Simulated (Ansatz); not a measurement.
# HfBiO: the cost of one run

Method: DFT PBE, scalar-relativistic, plane waves, PAW, in Ansatz 0.2.0.

## Step 1: The system as given

The structure is hexagonal, space group P-6m2 (No. 187). Conventional cell: a = 4.154 Å, b = 4.154 Å, c = 4.142 Å, α = 90.00°, β = 90.00°, γ = 120.00°. Hf (site symmetry -6m2) is surrounded by 3 Bi at 2.40 Å and 6 O at 3.17 Å. Bi (site symmetry -6m2) has 3 Hf at 2.40 Å and 6 O at 3.17 Å in its first shell of neighbours. O (site symmetry -6m2) is surrounded by 6 Hf at 3.17 Å and 6 Bi at 3.17 Å.

Coordinates:

```xyz
3
Lattice="4.1541 0.0000 0.0000 -2.0770 3.5975 0.0000 0.0000 0.0000 4.1419" Properties=species:S:1:pos:R:3 pbc="T T T"
Hf    2.0770    1.1992    2.0710
Bi    0.0000    2.3984    2.0710
O     0.0000    0.0000    0.0000
```

The cell is invented: species swapped into a database cell of NdCuGe (P-6m2, No. 187), with O on the Nd sites, Bi on the Cu sites and Hf on the Ge sites. The dimensions are guesses.

## Step 2: The guess as it stands, on a coarse mesh

input.yaml reads:

```yaml
crystal:
  lattice:
    - [4.1540782, 0.0, 0.0]
    - [-2.0770391, 3.59753725, 0.0]
    - [0.0, 0.0, 4.14191842]
  atoms:
    - { symbol: Hf, position: [0.66666667, 0.33333333, 0.5] }
    - { symbol: Bi, position: [0.33333333, 0.66666667, 0.5] }
    - { symbol: O, position: [0.0, 0.0, 0.0] }
basis:
  ecutwfc: 420
kpoints:
  mp_grid: { grid: [6, 6, 4] }
hamiltonian:
  xc: pbe
scf:
  occupations: { method: gaussian, width: 0.1 }
  lower_state_search: "off"
output:
  forces: true
  stress: true
  eigenvalues: true
```

Started as:

```bash
ansatz run input.yaml --threads 1 --pin off --max-ram 2560MiB --backend cpu --events-out ev --progress --plain --runs-dir out
```

Q: Estimate wall time and peak memory on 1 thread of Intel Xeon at 2.50GHz (Skylake/Cascade Lake), shared host.

About 8.6 s, with a peak of 0.35 GiB.
